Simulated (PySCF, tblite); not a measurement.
# C₂H₅F₃P₂Si: dynamics, then NMR shifts on frames, part 2 of 2

tblite 0.8.0 and PySCF 2.14.0. Atoms count from 0.

## (5) NMR shieldings: 625 fs, PBE0/pcSseg-1

What the job is given:

```
{"job": {"kind": "nmr", "xc": "PBE0", "basis": "pcSseg-1", "pop": false}, "charge": 0, "multiplicity": 1}
F      3.055200    -1.670200     1.345300
C      2.311900    -0.638400     0.774400
F      2.965200    -0.031800    -0.248900
F      2.281400     0.209400     1.782800
P      0.637100    -1.335100     0.079500
P     -0.520800     0.050700     1.016900
C     -2.356900    -0.573900     0.793900
Si    -2.757100    -0.500800    -1.025100
H     -3.029300    -0.037700     1.501100
H     -2.504500    -1.623800     1.250200
H     -2.404600     0.892500    -1.475500
H     -4.295300    -0.724200    -1.010700
H     -1.937000    -1.366800    -1.783200
```

Method: GIAO PBE0/pcSseg-1 NMR shielding, non-relativistic, gas phase.

The log of the run:

```text
coarse grid: 13408 points
cycle   1  E = -1349.8630749782  dE =  7.684e-01  |g| = 9.063e-01  |ddm| = 3.356e+00
cycle   2  E = -1349.6367938286  dE =  2.263e-01  |g| = 1.494e+00  |ddm| = 1.206e+00
cycle   3  E = -1350.0063132559  dE = -3.695e-01  |g| = 9.625e-02  |ddm| = 8.411e-01
cycle   4  E = -1350.0057382296  dE =  5.750e-04  |g| = 1.011e-01  |ddm| = 2.545e-01
cycle   5  E = -1350.0093396219  dE = -3.601e-03  |g| = 1.921e-02  |ddm| = 1.488e-01
cycle   6  E = -1350.0094351784  dE = -9.556e-05  |g| = 6.477e-03  |ddm| = 2.719e-02
cycle   7  E = -1350.0094417551  dE = -6.577e-06  |g| = 1.005e-03  |ddm| = 4.179e-03
final grid: 119872 points
cycle   8  E = -1350.0762932676  dE = -3.530e-05  |g| = 6.441e-03  |ddm| = 1.886e-02
cycle   9  E = -1350.0762839174  dE =  9.350e-06  |g| = 9.457e-03  |ddm| = 1.101e-02
cycle  10  E = -1350.0763019624  dE = -1.804e-05  |g| = 7.068e-04  |ddm| = 6.695e-03
cycle  11  E = -1350.0763019735  dE = -1.117e-08  |g| = 6.637e-04  |ddm| = 1.737e-03
cycle  12  E = -1350.0763021250  dE = -1.515e-07  |g| = 1.034e-04  |ddm| = 9.275e-04
cycle  13  E = -1350.0763021275  dE = -2.501e-09  |g| = 2.993e-05  |ddm| = 1.310e-04
cycle  14  E = -1350.0763021277  dE = -1.760e-10  |g| = 9.263e-06  |ddm| = 3.201e-05
converged SCF energy = -1350.0763021277

GIAO shielding tensors (ppm)
atom      isotropic    diamagn.    paramagn.     s11        s22        s33       span
  0 F      191.278     471.836    -280.558     96.871    160.102    316.861    219.990
  1 C       39.129     251.525    -212.397     24.242     39.600     53.545     29.303
  2 F      210.999     474.946    -263.946    119.997    206.799    306.202    186.205
  3 F      232.914     475.249    -242.335    164.861    236.905    296.977    132.116
  4 P     -278.077     966.863   -1244.940  -1282.233    121.979    326.024   1608.256
  5 P     -440.773     968.056   -1408.829  -1492.085   -231.208    400.973   1893.058
  6 C      157.524     259.100    -101.575    126.782    161.249    184.542     57.760
  7 Si     425.803     878.168    -452.365    369.289    439.338    468.781     99.491
  8 H       27.947      30.515      -2.568     25.024     25.435     33.382      8.358
  9 H       28.020      29.441      -1.421     23.976     25.712     34.372     10.396
 10 H       27.194      27.829      -0.635     24.319     25.732     31.532      7.213
 11 H       25.922      25.891       0.031     22.084     23.765     31.916      9.832
 12 H       28.001      28.982      -0.981     24.209     27.265     32.529      8.321
```

It took 22 s on 1 thread of Arm Neoverse V2, shared host; peak memory 0.88 GiB.

This run: δ C1 147.8, C6 29.4, F0 -20.3, F2 -40.1, H11 5.80, H10 4.52 ppm.

## (6) Shielding tensors: 800 fs, PBE0/pcSseg-1

What the job is given:

```
{"job": {"kind": "nmr", "xc": "PBE0", "basis": "pcSseg-1", "pop": false}, "charge": 0, "multiplicity": 1}
F      3.022200    -1.642600     1.029900
C      2.234500    -0.626700     0.717800
F      3.020600     0.219500     0.037000
F      2.013800     0.144700     1.783500
P      0.712600    -1.403200    -0.002500
P     -0.570100    -0.024100     0.828600
C     -2.329600    -0.653500     0.372600
Si    -3.263800    -0.029000    -1.115700
H     -2.715200    -0.507000     1.382700
H     -2.258300    -1.683200     0.271100
H     -3.492000     1.414800    -1.027600
H     -4.351500    -0.927500    -1.372200
H     -2.184700    -0.192300    -2.093200
```

With the program's defaults for keys left out, this is: GIAO PBE0/pcSseg-1 NMR shielding, non-relativistic, gas phase.

The log of the run:

```text
coarse grid: 13408 points
cycle   1  E = -1349.8694642630  dE =  1.030e+00  |g| = 8.929e-01  |ddm| = 3.394e+00
cycle   2  E = -1349.6923893914  dE =  1.771e-01  |g| = 1.378e+00  |ddm| = 1.141e+00
cycle   3  E = -1350.0037865865  dE = -3.114e-01  |g| = 1.051e-01  |ddm| = 7.919e-01
cycle   4  E = -1350.0039088718  dE = -1.223e-04  |g| = 1.024e-01  |ddm| = 2.675e-01
cycle   5  E = -1350.0076755503  dE = -3.767e-03  |g| = 1.494e-02  |ddm| = 1.466e-01
cycle   6  E = -1350.0077382457  dE = -6.270e-05  |g| = 4.797e-03  |ddm| = 2.534e-02
cycle   7  E = -1350.0077423604  dE = -4.115e-06  |g| = 1.102e-03  |ddm| = 4.332e-03
final grid: 119872 points
cycle   8  E = -1350.0733553068  dE = -3.701e-05  |g| = 5.665e-03  |ddm| = 1.990e-02
cycle   9  E = -1350.0733492083  dE =  6.099e-06  |g| = 7.732e-03  |ddm| = 9.938e-03
cycle  10  E = -1350.0733623992  dE = -1.319e-05  |g| = 6.208e-04  |ddm| = 6.092e-03
cycle  11  E = -1350.0733624165  dE = -1.729e-08  |g| = 5.669e-04  |ddm| = 1.474e-03
cycle  12  E = -1350.0733625263  dE = -1.098e-07  |g| = 1.155e-04  |ddm| = 8.022e-04
cycle  13  E = -1350.0733625295  dE = -3.189e-09  |g| = 2.591e-05  |ddm| = 1.535e-04
cycle  14  E = -1350.0733625296  dE = -1.583e-10  |g| = 8.582e-06  |ddm| = 3.546e-05
converged SCF energy = -1350.0733625296

GIAO shielding tensors (ppm)
atom      isotropic    diamagn.    paramagn.     s11        s22        s33       span
  0 F      224.829     470.933    -246.104    159.695    218.054    296.738    137.043
  1 C       49.557     247.842    -198.285     37.272     52.126     59.274     22.003
  2 F      218.749     474.267    -255.518    136.670    196.802    322.774    186.104
  3 F      219.126     477.734    -258.609    136.673    212.648    308.055    171.381
  4 P     -275.808     967.272   -1243.080  -1320.841    146.814    346.604   1667.446
  5 P     -509.860     968.364   -1478.224  -1628.894   -299.189    398.504   2027.398
  6 C      161.018     260.762     -99.743    115.291    171.637    196.128     80.837
  7 Si     422.037     880.128    -458.091    396.979    410.531    458.601     61.623
  8 H       29.273      30.860      -1.587     24.626     27.342     35.852     11.226
  9 H       30.125      34.589      -4.464     24.845     30.056     35.473     10.628
 10 H       27.285      28.530      -1.244     24.127     25.372     32.358      8.231
 11 H       27.534      28.452      -0.919     24.217     25.176     33.207      8.991
 12 H       27.821      29.320      -1.499     23.900     27.727     31.838      7.938
```

Wall time 22 s (1 thread of Arm Neoverse V2, shared host); peak memory 0.88 GiB.

Key values: δ C1 137.4, C6 25.9, F2 -47.8, F3 -48.2, H10 4.43, H11 4.18 ppm.

## (7) Nuclear shieldings: 1000 fs, PBE0/pcSseg-1

What the job is given:

```
{"job": {"kind": "nmr", "xc": "PBE0", "basis": "pcSseg-1", "pop": false}, "charge": 0, "multiplicity": 1}
F      3.244400    -1.695500     0.844200
C      2.185500    -0.890300     0.743300
F      2.445300     0.158700    -0.017600
F      2.044300    -0.308200     1.980800
P      0.554200    -1.811100     0.142300
P     -0.655100    -0.403100     0.982600
C     -2.341100    -1.073900     0.500300
Si    -3.399300    -0.008000    -0.705300
H     -2.796300    -1.182200     1.487400
H     -2.291100    -2.085600     0.030400
H     -3.990600     1.057500     0.039300
H     -4.460500    -0.804700    -1.358800
H     -2.364400     0.526100    -1.603200
```

With the program's defaults for keys left out, this is: GIAO PBE0/pcSseg-1 NMR shielding, non-relativistic, gas phase.

The log of the run:

```text
coarse grid: 13408 points
cycle   1  E = -1349.8832540404  dE =  8.414e-01  |g| = 8.966e-01  |ddm| = 3.381e+00
cycle   2  E = -1349.6807214469  dE =  2.025e-01  |g| = 1.436e+00  |ddm| = 1.157e+00
cycle   3  E = -1350.0205899198  dE = -3.399e-01  |g| = 1.066e-01  |ddm| = 8.152e-01
cycle   4  E = -1350.0206487570  dE = -5.884e-05  |g| = 1.038e-01  |ddm| = 2.684e-01
cycle   5  E = -1350.0244593916  dE = -3.811e-03  |g| = 1.587e-02  |ddm| = 1.506e-01
cycle   6  E = -1350.0245329892  dE = -7.360e-05  |g| = 4.418e-03  |ddm| = 2.772e-02
cycle   7  E = -1350.0245367656  dE = -3.776e-06  |g| = 1.008e-03  |ddm| = 4.590e-03
final grid: 119872 points
cycle   8  E = -1350.0908794750  dE = -3.601e-05  |g| = 6.167e-03  |ddm| = 1.989e-02
cycle   9  E = -1350.0908720036  dE =  7.471e-06  |g| = 8.746e-03  |ddm| = 1.062e-02
cycle  10  E = -1350.0908875313  dE = -1.553e-05  |g| = 6.156e-04  |ddm| = 6.162e-03
cycle  11  E = -1350.0908875372  dE = -5.890e-09  |g| = 5.637e-04  |ddm| = 1.494e-03
cycle  12  E = -1350.0908876468  dE = -1.096e-07  |g| = 1.328e-04  |ddm| = 8.484e-04
cycle  13  E = -1350.0908876512  dE = -4.340e-09  |g| = 2.921e-05  |ddm| = 1.565e-04
cycle  14  E = -1350.0908876513  dE = -1.642e-10  |g| = 8.050e-06  |ddm| = 2.690e-05
converged SCF energy = -1350.0908876513

GIAO shielding tensors (ppm)
atom      isotropic    diamagn.    paramagn.     s11        s22        s33       span
  0 F      235.608     469.363    -233.755    163.088    223.535    320.201    157.113
  1 C       43.092     250.600    -207.508     34.575     40.718     53.984     19.409
  2 F      214.430     477.718    -263.287    141.507    206.226    295.558    154.051
  3 F      201.636     477.665    -276.029    123.886    152.689    328.334    204.448
  4 P     -275.047     966.837   -1241.884  -1174.980     59.873    289.966   1464.946
  5 P     -415.499     968.301   -1383.800  -1488.929   -210.077    452.510   1941.439
  6 C      160.041     258.456     -98.415    122.942    170.024    187.155     64.213
  7 Si     419.683     879.108    -459.425    394.239    409.579    455.231     60.991
  8 H       29.289      29.647      -0.358     24.686     27.589     35.593     10.907
  9 H       28.089      30.881      -2.792     23.479     28.109     32.678      9.199
 10 H       27.739      29.094      -1.355     24.371     25.883     32.962      8.590
 11 H       27.125      27.611      -0.486     23.874     25.077     32.424      8.550
 12 H       27.786      28.590      -0.804     23.957     27.365     32.037      8.080
```

Wall time 21 s (1 thread of Arm Neoverse V2, shared host); peak memory 0.88 GiB.

In short: δ C1 143.8, C6 26.9, F3 -30.7, F2 -43.5, H11 4.59, H10 3.98 ppm.

## (8) Comparing the runs: NMR shifts

Shifts (ppm) of some atoms, chosen among heavy atoms and hydrogens apart, with basis size and wall time:

| frame | H10 | H9 | F0 | F3 | P5 | P4 | Si7 | functions | time |
| --- | --- | --- | --- | --- | --- | --- | --- | --- | --- |
| 250 fs | 5.16 | 3.18 | -15.2 | -46.9 | 717.4 | 581.7 | -79.7 | 182 | 22 s |
| 425 fs | 5.88 | 3.44 | -59.2 | -11.7 | 732.2 | 608.8 | -52.4 | 182 | 21 s |
| 625 fs | 4.52 | 3.70 | -20.3 | -62.0 | 759.1 | 596.5 | -76.6 | 182 | 22 s |
| 800 fs | 4.43 | 1.59 | -53.9 | -48.2 | 828.2 | 594.2 | -72.9 | 182 | 22 s |
| 1000 fs | 3.98 | 3.63 | -64.7 | -30.7 | 733.9 | 593.4 | -70.5 | 182 | 21 s |

## (9) Summary of results

What follows sums up all 2 parts.

```
                                        quantity                             value
                                      thermostat                             300 K
                   mean temperature, second half                             317 K
         mean potential energy above the minimum                           0.49 eV
  ¹³C shifts against TMS (PBE0/pcSseg-1, 250 fs)                   149.7, 24.8 ppm
   ¹H shifts against TMS (PBE0/pcSseg-1, 250 fs)  5.16, 4.18, 4.05, 3.73, 3.18 ppm
¹⁹F shifts against CFCl3 (PBE0/pcSseg-1, 250 fs)           -15.2, -21.8, -46.9 ppm
³¹P shifts against H3PO4 (PBE0/pcSseg-1, 250 fs)                  717.4, 581.7 ppm
 ²⁹Si shifts against TMS (PBE0/pcSseg-1, 250 fs)                         -79.7 ppm
                        range of the shift of P5                717.4 to 828.2 ppm
```

**Reading.** In the second half the potential energy averages 0.49 eV above the minimum; equipartition over 33 harmonic modes at 300 K would give 0.43 eV. With 13 atoms the temperature swings widely (169 to 468 K). Shifts at one fixed geometry are not the observed spectrum, which averages over the motion. In the first frame run (250 fs): Shielding is most anisotropic at P5 (span 1922 ppm, paramagnetic term -1367 ppm). In ppm, P5 moves most: its shift spreads over 110.9 ppm, from 717.4 (250 fs) to 828.2 (800 fs).
